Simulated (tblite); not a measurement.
# C6H10F2Si2: the cost of one run

The runs use tblite 0.8.0 and PySCF 2.14.0, with density-fitted response routines of our own; the level of theory stands in each step. All values are computed, except where a source is named. Atoms count from 0, in the outputs and in this text.

**1. The starting structure**

20 atoms, charge 0, multiplicity 1; geometry from: force field or distance geometry start.

Bonds of the start (Å): C0–C1 1.21, C1–C2 1.47, C2–C3 1.55, C3–Si4 1.92, Si4–C5 1.92, C5–F6 1.36, C5–C7 1.56, C7–Si8 1.87, Si8–F9 1.60, C7–C2 1.56, C0–H10 1.06, C2–H11 1.09, C3–H12 1.10, C3–H13 1.09, Si4–H14 1.49, Si4–H15 1.48, C5–H16 1.09, C7–H17 1.10, Si8–H18 1.49, Si8–H19 1.48.

**2. Geometry optimisation with GFN2-xTB**

Job settings and geometry (Å):

```
{"job": {"kind": "relax", "xc": "GFN2-xTB", "basis": "xTB"}, "charge": 0, "multiplicity": 1}
C      2.657800    -1.138500    -0.129500
C      1.644700    -0.686300     0.356600
C      0.427200    -0.147200     0.986000
C     -0.576500    -1.288400     1.290200
Si    -1.574200    -1.577900    -0.326600
C     -0.954400     0.057100    -1.108100
F     -2.005900     0.742700    -1.624400
C     -0.326400     0.869000     0.067300
Si     0.635200     2.372600    -0.488200
F      1.241300     3.062100     0.828300
H      3.537800    -1.531000    -0.563000
H      0.698500     0.339500     1.927100
H     -0.089200    -2.217100     1.632700
H     -1.283700    -0.978500     2.065300
H     -3.034300    -1.586700    -0.040900
H     -1.081500    -2.769100    -1.057100
H     -0.237600    -0.146500    -1.909400
H     -1.165400     1.275400     0.652000
H     -0.258100     3.357000    -1.159300
H      1.739700     2.002600    -1.402000
```

Started as:

```bash
OMP_NUM_THREADS=1 python probes_run.py task.json out
```

The driver reads the jobs from task.json and runs them one after another.

**Question.** How long does this first job take on 1 thread of Arm Neoverse N1, shared host, and how much memory does it need?

About 1 s, with a peak of 0.18 GiB.
